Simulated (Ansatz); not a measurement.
**GaGe3 in Ansatz: the effect of functional**

Crystal: GaGe3.

```xyz
4
Lattice="0.0000 3.4096 3.4096 3.4096 0.0000 3.4096 3.4096 3.4096 0.0000" Properties=species:S:1:pos:R:3 pbc="T T T"
Ge    3.4096    3.4096    3.4096
Ge    5.1144    5.1144    5.1144
Ge    1.7048    1.7048    1.7048
Ga    0.0000    0.0000    0.0000
```

The cell comes from a database or a generator and needn't be the stable form of this composition.

The cell isn't the ideal one: volume scaled by 1.02.

Alike in all runs:

```yaml
Program: Ansatz 0.2.0
Task: single point
Potentials_or_basis: Ansatz PAW
k_mesh: 7 × 7 × 7
Occupations: fermi-dirac, width 0.05 eV
Spin: no spin polarisation
```

```tsv
functional	cutoff	pressure (GPa)
LDA	420 eV (not typed: the program's choice for these potentials)	-6.5
r2SCAN	500 eV (not typed: the program's choice for these potentials)	-3.6
PBE	420 eV (not typed: the program's choice for these potentials)	?
```

Problem. What does the run with functional PBE give?

Solution. Pressure -1.6 GPa.

Caveats: the PAW data sets come from PBE, with cores solved anew for the run's functional, which leaves a small shift of forces and pressure (some runs).
